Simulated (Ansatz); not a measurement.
# BiAu (rocksalt): equation of state

Aim: the bulk modulus of BiAu (rocksalt) from energies at several volumes around the relaxed one. The cell was built by placing the elements on the sites of a structure type; the runs don't test whether it is the stable form.

Program: Ansatz 0.2.0. Level of theory: DFT r²SCAN, scalar-relativistic, plane waves, PAW. These are calculated values, not measurements.

### Step 1. The starting structure

Symmetry: Fm-3m, No. 225, cubic system. Conventional cell: a = 5.882 Å, b = 5.882 Å, c = 5.882 Å, α = 90.00°, β = 90.00°, γ = 90.00°. Au (site symmetry m-3m) is surrounded by 6 Bi at 2.94 Å. Bi (site symmetry m-3m) is surrounded by 6 Au at 2.94 Å.

Structure file:

```
Au Bi
1.0
     0.00000    2.94076    2.94076
     2.94076    0.00000    2.94076
     2.94076    2.94076    0.00000
Au Bi
1 1
Direct
  0.50000 0.50000 0.50000
  0.00000 0.00000 0.00000
```

This cell comes from an earlier session at r²SCAN: 25.432 Å³/atom at 0.01 GPa, on a 10×10×10 mesh.

Volume factors to run: 0.980, 1.020, 0.960, 1.040, 1.070.

### Step 2. At 0.980 of the relaxed volume

input.yaml

```yaml
crystal:
  lattice:
    - [0.0, 2.921027526, 2.921027526]
    - [2.921027526, 0.0, 2.921027526]
    - [2.921027526, 2.921027526, 0.0]
  atoms:
    - { symbol: Au, position: [0.5, 0.5, 0.5] }
    - { symbol: Bi, position: [0.0, 0.0, 0.0] }
basis:
  ecutwfc: 500
  ecutrho_ratio: 4
kpoints:
  mp_grid: { grid: [10, 10, 10] }
hamiltonian:
  xc: r2scan
scf:
  occupations: { method: gaussian, width: 0.05 }
output:
  forces: true
  stress: true
  eigenvalues: true
```

Command:

```console
$ ansatz run input.yaml --threads 2 --pin off --max-ram 2662MiB --backend cpu --events-out ev --progress --plain --runs-dir out
```

The program printed, cut to the lines that bear on the results:

```text
Warning: RAYON_NUM_THREADS=2 ignored (pool sized by the plan → 2); use --threads N
[...]
Pseudopotentials: kind: paw
Pseudopotential: Au, paw, valence charge 19, recommended cutoff 500 eV (meta_gga), Au.paw.azcp
Pseudopotential: Bi, paw, valence charge 15, recommended cutoff 500 eV (meta_gga), Bi.paw.azcp
Functional definition: r2SCAN
[...]
Crystal: 2 atoms, lattice volume = 49.847 Å³
Basis set: ecut = 500 eV, 1243 PW (Γ), exchange–correlation on 128×128×128 points (64 copies of the dense FFT grid, shifted against one another)
Bands: 21, of which v1, the nominal top of the filled ones, is band 17 counted from 1 (16 counted from 0)
Symmetry: 48 space group operations
Space group: Fm-3m (ITA 225), of the structure as read, at distance tolerance 3.7e-5 Å
k-points: 47 of 1000
[...]
SCF iter   1: F=—  HF=-25574.497769 eV  |F-HF|=—  |Δ(HF+E_count)|=         —  Δρ=6.96e-3  dr2=2.96e-2  dr2_τ=1.12e-2  ethr=1.77e-3  ⟨swp⟩=6.0  Hψ=4259  notcnv=0
[...]
SCF iter   7: F=-25574.505689 eV  HF=-25574.505689 eV  |F-HF|=1.30e-8  |Δ(HF+E_count)|=   2.60e-8  Δρ=6.14e-6  dr2=2.57e-8  dr2_τ=7.65e-10  ethr=2.94e-10  ⟨swp⟩=7.2  Hψ=4621  notcnv=0
[...]
SCF converged after 7 iterations
Free energy (F): -25574.505689 eV
[...]
E sigma→0 (E₀):  -25574.504888 eV
Entropy (-TS):   -0.001601 eV (-0.800 meV/atom)
Fermi energy:    14.112037 eV
[...]
--- Forces (eV/Å), atoms counted from 1 ---
  atom   1  Au     0.00000000    -0.00000000     0.00000000
  atom   2  Bi    -0.00000000     0.00000000    -0.00000000
[...]
--- Stress (GPa, compression-positive) ---
        1.735956      -0.000000       0.000000
       -0.000000       1.735956      -0.000000
       -0.000000       0.000000       1.735956
  P = ⅓ Tr σ = 1.7360 GPa (17.360 kbar)
--- Band table (eV; the first three rows and the last of 47) ---
  k-point 0: bands = ["-93.9400", "-44.7904", "-44.7904", "-44.7904", "-9.6893", "-9.6893", "-9.6567", "-9.6567", "-9.6567", "0.8729", "9.3295", "9.3295", "9.3295", "9.3921", "9.3921", "15.1120", "15.1120", "15.1120", "15.4879", "22.0260", "23.2926"]
[...]
```

Wall time 3.9 s (2 threads of Arm Neoverse V1, shared host); peak memory 0.5 GiB.

Read off: volume 24.923 Å³/atom, pressure 1.74 GPa, no gap.

### Step 3. Scaling the volume by 1.020

Edit input.yaml of step 2 so:

```diff
@@ -2,5 +2,5 @@
   lattice:
-    - [0.0, 2.921027526, 2.921027526]
-    - [2.921027526, 0.0, 2.921027526]
-    - [2.921027526, 2.921027526, 0.0]
+    - [0.0, 2.9602406283, 2.9602406283]
+    - [2.9602406283, 0.0, 2.9602406283]
+    - [2.9602406283, 2.9602406283, 0.0]
   atoms:
```

Command:

```console
$ ansatz run input.yaml --threads 2 --pin off --max-ram 2662MiB --backend cpu --events-out ev --progress --plain --runs-dir out
```

The program printed, cut to the lines that bear on the results:

```text
Warning: RAYON_NUM_THREADS=2 ignored (pool sized by the plan → 2); use --threads N
[...]
Pseudopotentials: kind: paw
Pseudopotential: Au, paw, valence charge 19, recommended cutoff 500 eV (meta_gga), Au.paw.azcp
Pseudopotential: Bi, paw, valence charge 15, recommended cutoff 500 eV (meta_gga), Bi.paw.azcp
Functional definition: r2SCAN
[...]
Crystal: 2 atoms, lattice volume = 51.881 Å³
Basis set: ecut = 500 eV, 1363 PW (Γ), exchange–correlation on 128×128×128 points (64 copies of the dense FFT grid, shifted against one another)
Bands: 21, of which v1, the nominal top of the filled ones, is band 17 counted from 1 (16 counted from 0)
Symmetry: 48 space group operations
Space group: Fm-3m (ITA 225), of the structure as read, at distance tolerance 3.7e-5 Å
k-points: 47 of 1000
[...]
SCF iter   1: F=—  HF=-25574.501593 eV  |F-HF|=—  |Δ(HF+E_count)|=         —  Δρ=7.36e-3  dr2=3.61e-2  dr2_τ=1.09e-2  ethr=1.77e-3  ⟨swp⟩=6.0  Hψ=4275  notcnv=0
[...]
SCF iter   6: F=-25574.506271 eV  HF=-25574.506271 eV  |F-HF|=3.03e-8  |Δ(HF+E_count)|=   1.38e-6  Δρ=1.46e-5  dr2=8.25e-8  dr2_τ=5.00e-9  ethr=2.94e-10  ⟨swp⟩=6.7  Hψ=5674  notcnv=0
[...]
SCF converged after 6 iterations
Free energy (F): -25574.506271 eV
[...]
E sigma→0 (E₀):  -25574.505357 eV
Entropy (-TS):   -0.001828 eV (-0.914 meV/atom)
Fermi energy:    13.329088 eV
[...]
--- Forces (eV/Å), atoms counted from 1 ---
  atom   1  Au     0.00000000     0.00000000    -0.00000000
  atom   2  Bi    -0.00000000    -0.00000000    -0.00000000
[...]
--- Stress (GPa, compression-positive) ---
       -1.509302      -0.000000       0.000000
       -0.000000      -1.509302       0.000000
       -0.000000       0.000000      -1.509302
  P = ⅓ Tr σ = -1.5093 GPa (-15.093 kbar)
--- Band table (eV; the first three rows and the last of 47) ---
  k-point 0: bands = ["-94.5682", "-45.4163", "-45.4163", "-45.4163", "-10.4311", "-10.4311", "-10.4049", "-10.4049", "-10.4049", "0.3752", "8.7346", "8.7346", "8.7346", "8.7775", "8.7775", "14.2950", "14.2950", "14.2950", "14.3973", "21.3333", "22.3860"]
[...]
```

It took 4 s on 2 threads of Arm Neoverse V1, shared host; peak memory 0.5 GiB.

Read off: volume 25.941 Å³/atom, pressure -1.51 GPa, no gap.

### Step 4. Scaling the volume by 0.960

Edit input.yaml of step 3 so:

```diff
@@ -2,5 +2,5 @@
   lattice:
-    - [0.0, 2.9602406283, 2.9602406283]
-    - [2.9602406283, 0.0, 2.9602406283]
-    - [2.9602406283, 2.9602406283, 0.0]
+    - [0.0, 2.9010198602, 2.9010198602]
+    - [2.9010198602, 0.0, 2.9010198602]
+    - [2.9010198602, 2.9010198602, 0.0]
   atoms:
```

Command:

```console
$ ansatz run input.yaml --threads 2 --pin off --max-ram 2662MiB --backend cpu --events-out ev --progress --plain --runs-dir out
```

The program printed, cut to the lines that bear on the results:

```text
Warning: RAYON_NUM_THREADS=2 ignored (pool sized by the plan → 2); use --threads N
[...]
Pseudopotentials: kind: paw
Pseudopotential: Au, paw, valence charge 19, recommended cutoff 500 eV (meta_gga), Au.paw.azcp
Pseudopotential: Bi, paw, valence charge 15, recommended cutoff 500 eV (meta_gga), Bi.paw.azcp
Functional definition: r2SCAN
[...]
Crystal: 2 atoms, lattice volume = 48.829 Å³
Basis set: ecut = 500 eV, 1243 PW (Γ), exchange–correlation on 120×120×120 points (64 copies of the dense FFT grid, shifted against one another)
Bands: 21, of which v1, the nominal top of the filled ones, is band 17 counted from 1 (16 counted from 0)
Symmetry: 48 space group operations
Space group: Fm-3m (ITA 225), of the structure as read, at distance tolerance 3.7e-5 Å
k-points: 47 of 1000
[...]
SCF iter   1: F=—  HF=-25574.478758 eV  |F-HF|=—  |Δ(HF+E_count)|=         —  Δρ=6.76e-3  dr2=2.65e-2  dr2_τ=1.15e-2  ethr=1.77e-3  ⟨swp⟩=6.0  Hψ=4261  notcnv=0
[...]
SCF iter   7: F=-25574.488590 eV  HF=-25574.488590 eV  |F-HF|=1.13e-8  |Δ(HF+E_count)|=   4.35e-8  Δρ=5.97e-6  dr2=2.37e-8  dr2_τ=7.58e-10  ethr=2.94e-10  ⟨swp⟩=7.2  Hψ=4650  notcnv=0
[...]
SCF converged after 7 iterations
Free energy (F): -25574.488590 eV
[...]
E sigma→0 (E₀):  -25574.487844 eV
Entropy (-TS):   -0.001493 eV (-0.746 meV/atom)
Fermi energy:    14.527819 eV
[...]
--- Forces (eV/Å), atoms counted from 1 ---
  atom   1  Au     0.00000000     0.00000000     0.00000000
  atom   2  Bi    -0.00000000     0.00000000    -0.00000000
[...]
--- Stress (GPa, compression-positive) ---
        3.686809       0.000000       0.000000
        0.000000       3.686809       0.000000
        0.000000      -0.000000       3.686809
  P = ⅓ Tr σ = 3.6868 GPa (36.868 kbar)
--- Band table (eV; the first three rows and the last of 47) ---
  k-point 0: bands = ["-93.6058", "-44.4577", "-44.4577", "-44.4577", "-9.2983", "-9.2983", "-9.2620", "-9.2620", "-9.2620", "1.1341", "9.6453", "9.6453", "9.6453", "9.7194", "9.7194", "15.5459", "15.5459", "15.5459", "16.0723", "22.3908", "23.7720"]
[...]
```

Run time: 4 s. Hardware: 2 threads of Arm Neoverse V1, shared host; peak memory 0.47 GiB.

Result: volume 24.415 Å³/atom, pressure 3.69 GPa, metallic.

### Step 5. Scaling the volume by 1.040

Edit input.yaml of step 4 so:

```diff
@@ -2,5 +2,5 @@
   lattice:
-    - [0.0, 2.9010198602, 2.9010198602]
-    - [2.9010198602, 0.0, 2.9010198602]
-    - [2.9010198602, 2.9010198602, 0.0]
+    - [0.0, 2.9794635087, 2.9794635087]
+    - [2.9794635087, 0.0, 2.9794635087]
+    - [2.9794635087, 2.9794635087, 0.0]
   atoms:
@@ -21 +21,5 @@
   eigenvalues: true
+  write_density: true
+  write_potential: true
+  elf: true
+  volumetric_format: npy
```

Command:

```console
$ ansatz run input.yaml --threads 2 --pin off --max-ram 2662MiB --backend cpu --events-out ev --progress --plain --runs-dir out
```

The program printed, cut to the lines that bear on the results:

```text
Warning: RAYON_NUM_THREADS=2 ignored (pool sized by the plan → 2); use --threads N
[...]
Pseudopotentials: kind: paw
Pseudopotential: Au, paw, valence charge 19, recommended cutoff 500 eV (meta_gga), Au.paw.azcp
Pseudopotential: Bi, paw, valence charge 15, recommended cutoff 500 eV (meta_gga), Bi.paw.azcp
Functional definition: r2SCAN
[...]
Crystal: 2 atoms, lattice volume = 52.899 Å³
Basis set: ecut = 500 eV, 1363 PW (Γ), exchange–correlation on 128×128×128 points (64 copies of the dense FFT grid, shifted against one another)
Bands: 21, of which v1, the nominal top of the filled ones, is band 17 counted from 1 (16 counted from 0)
Symmetry: 48 space group operations
Space group: Fm-3m (ITA 225), of the structure as read, at distance tolerance 3.8e-5 Å
k-points: 47 of 1000
[...]
SCF iter   1: F=—  HF=-25574.488968 eV  |F-HF|=—  |Δ(HF+E_count)|=         —  Δρ=7.52e-3  dr2=3.92e-2  dr2_τ=1.08e-2  ethr=1.77e-3  ⟨swp⟩=6.0  Hψ=4274  notcnv=0
[...]
SCF iter   6: F=-25574.492321 eV  HF=-25574.492321 eV  |F-HF|=2.88e-8  |Δ(HF+E_count)|=   1.51e-6  Δρ=1.54e-5  dr2=9.04e-8  dr2_τ=5.79e-9  ethr=2.94e-10  ⟨swp⟩=10.8  Hψ=8395  notcnv=0
[...]
SCF converged after 6 iterations
Free energy (F): -25574.492321 eV
[...]
E sigma→0 (E₀):  -25574.491353 eV
Entropy (-TS):   -0.001935 eV (-0.967 meV/atom)
Fermi energy:    12.959649 eV
[...]
--- Forces (eV/Å), atoms counted from 1 ---
  atom   1  Au     0.00000000    -0.00000000    -0.00000000
  atom   2  Bi    -0.00000000     0.00000000     0.00000000
[...]
--- Stress (GPa, compression-positive) ---
       -2.853433      -0.000000       0.000000
       -0.000000      -2.853433      -0.000000
       -0.000000      -0.000000      -2.853433
  P = ⅓ Tr σ = -2.8534 GPa (-28.534 kbar)
--- Band table (eV; the first three rows and the last of 47) ---
  k-point 0: bands = ["-94.8638", "-45.7110", "-45.7110", "-45.7110", "-10.7829", "-10.7829", "-10.7595", "-10.7595", "-10.7595", "0.1378", "8.4542", "8.4542", "8.4542", "8.4885", "8.4885", "13.8883", "13.9100", "13.9100", "13.9100", "21.0042", "21.9572"]
[...]
```

It took 5.7 s on 2 threads of Arm Neoverse V1, shared host; peak memory 0.5 GiB.

This gives: volume 26.449 Å³/atom, pressure -2.85 GPa, metallic.

Axes a, b and c in the maps are those of this run's conventional cell (a, b, c = 5.959, 5.959, 5.959 Å).

Density in a lattice plane of the grid's cell (edges 5.96 and 5.96 Å, at 0.000 of the third edge), which holds Au and Bi.

Ten even steps from '0' (0.07 e/Å³) to '9' (15.05 e/Å³):
```
432100000136763100000123
221000000013331000000012
000000000000000000000000
000000000000000000000000
000000000000000000000000
000000000000000000000000
000000000000000000000000
331000000012221000000013
763100000123432100000136
984200000134543100000248
763100000123432100000136
331000000012221000000013
000000000000000000000000
000000000000000000000000
000000000000000000000000
000000000000000000000000
000000000000000000000000
221000000013331000000012
432100000136763100000123
543100000248984200000134
```
Columns run along the first of these edges and rows up along the second, over one cell in 24 and 20 even steps from the bottom left corner. Atoms in the plane (fractional): Au at (0.00, 0.50), Au at (0.50, 0.00), Bi at (0.00, 0.00), Bi at (0.50, 0.50).

ELF in the same plane.

Ten even steps from '0' (0.10) to '9' (0.81):
```
002443323567876532334420
234443222456665422234443
444432112234443221123444
333321001222222210012333
332210001223332210001223
222210012333333321001222
443221123444444432112234
665422234443234443222456
876532334420002443323567
986532334410501443323568
876532334420002443323567
665422234443234443222456
443221123444444432112234
222210012333333321001222
332210001223332210001223
333321001222222210012333
444432112234443221123444
234443222456665422234443
002443323567876532334420
501443323568986532334410
```
Columns run along the first of these edges and rows up along the second, over one cell in 24 and 20 even steps from the bottom left corner. Atoms in the plane (fractional): Au at (0.00, 0.50), Au at (0.50, 0.00), Bi at (0.00, 0.00), Bi at (0.50, 0.50).

Both are smooth fields of the valence electrons: close to the nuclei they are not physical.

### Step 6. At 1.070 of the relaxed volume

input.yaml

```yaml
crystal:
  lattice:
    - [0.0, 3.0078410596, 3.0078410596]
    - [3.0078410596, 0.0, 3.0078410596]
    - [3.0078410596, 3.0078410596, 0.0]
  atoms:
    - { symbol: Au, position: [0.5, 0.5, 0.5] }
    - { symbol: Bi, position: [0.0, 0.0, 0.0] }
basis:
  ecutwfc: 500
  ecutrho_ratio: 4
kpoints:
  mp_grid: { grid: [10, 10, 10] }
hamiltonian:
  xc: r2scan
scf:
  occupations: { method: gaussian, width: 0.05 }
output:
  forces: true
  stress: true
  eigenvalues: true
```

Command:

```console
$ ansatz run input.yaml --threads 2 --pin off --max-ram 2662MiB --backend cpu --events-out ev --progress --plain --runs-dir out
```

The program printed, cut to the lines that bear on the results:

```text
Warning: RAYON_NUM_THREADS=2 ignored (pool sized by the plan → 2); use --threads N
[...]
Pseudopotentials: kind: paw
Pseudopotential: Au, paw, valence charge 19, recommended cutoff 500 eV (meta_gga), Au.paw.azcp
Pseudopotential: Bi, paw, valence charge 15, recommended cutoff 500 eV (meta_gga), Bi.paw.azcp
Functional definition: r2SCAN
[...]
Crystal: 2 atoms, lattice volume = 54.425 Å³
Basis set: ecut = 500 eV, 1411 PW (Γ), exchange–correlation on 128×128×128 points (64 copies of the dense FFT grid, shifted against one another)
Bands: 21, of which v1, the nominal top of the filled ones, is band 17 counted from 1 (16 counted from 0)
Symmetry: 48 space group operations
Space group: Fm-3m (ITA 225), of the structure as read, at distance tolerance 3.8e-5 Å
k-points: 47 of 1000
[...]
SCF iter   1: F=—  HF=-25574.454932 eV  |F-HF|=—  |Δ(HF+E_count)|=         —  Δρ=7.73e-3  dr2=4.35e-2  dr2_τ=1.07e-2  ethr=1.77e-3  ⟨swp⟩=6.1  Hψ=4289  notcnv=0
[...]
SCF iter   7: F=-25574.456673 eV  HF=-25574.456673 eV  |F-HF|=9.46e-10  |Δ(HF+E_count)|=   8.90e-9  Δρ=2.22e-6  dr2=1.12e-9  dr2_τ=1.55e-10  ethr=2.94e-10  ⟨swp⟩=7.8  Hψ=4696  notcnv=0
[...]
SCF converged after 7 iterations
Free energy (F): -25574.456673 eV
[...]
E sigma→0 (E₀):  -25574.455660 eV
Entropy (-TS):   -0.002025 eV (-1.013 meV/atom)
Fermi energy:    12.430936 eV
[...]
--- Forces (eV/Å), atoms counted from 1 ---
  atom   1  Au     0.00000000     0.00000000     0.00000000
  atom   2  Bi    -0.00000000     0.00000000     0.00000000
[...]
--- Stress (GPa, compression-positive) ---
       -4.581651      -0.000000       0.000000
       -0.000000      -4.581651       0.000000
        0.000000       0.000000      -4.581651
  P = ⅓ Tr σ = -4.5817 GPa (-45.817 kbar)
--- Band table (eV; the first three rows and the last of 47) ---
  k-point 0: bands = ["-95.2861", "-46.1322", "-46.1322", "-46.1322", "-11.2880", "-11.2880", "-11.2683", "-11.2683", "-11.2683", "-0.2053", "8.0529", "8.0529", "8.0529", "8.0760", "8.0760", "13.1664", "13.3594", "13.3594", "13.3594", "20.5304", "21.3421"]
[...]
```

Run time: 4.5 s. Hardware: 2 threads of Arm Neoverse V1, shared host; peak memory 0.51 GiB.

This gives: volume 27.212 Å³/atom, pressure -4.58 GPa, a metal on this mesh.

### Step 7. The fit

Energies have the smearing extrapolated to zero and count from the lowest point.

| volume (Å³/atom) | energy (meV/atom) | pressure (GPa) | gap (eV) |
| --- | --- | --- | --- |
| 24.415 | 11.21 | 3.69 | metal |
| 24.923 | 2.69 | 1.74 | metal |
| 25.432 | 0.00 | 0.01 | metal |
| 25.941 | 2.46 | -1.51 | metal |
| 26.449 | 9.46 | -2.85 | metal |
| 27.212 | 27.31 | -4.58 | metal |

volume (Å³/atom), energy (meV/atom) and a bar:
```
    24.41       11.2 ############
    24.92        2.7 ###
    25.43        0.0 
    25.94        2.5 ###
    26.45        9.5 ##########
    27.21       27.3 ##############################
```

### Step 8. Results

```
          quantity           value
                V0  25.433 Å³/atom
                B0          81 GPa
               B0′             5.3
scatter of the fit  0.001 meV/atom
```

**Reading.** The fitted minimum lies at 25.43 Å³/atom, and the bulk modulus is 81 GPa. One per cent of compression takes about 0.81 GPa. These are values at 0 K without zero-point motion. Spin–orbit coupling is left out, though the cell holds Bi; in elements this heavy it can shift levels and gaps by tenths of an eV.
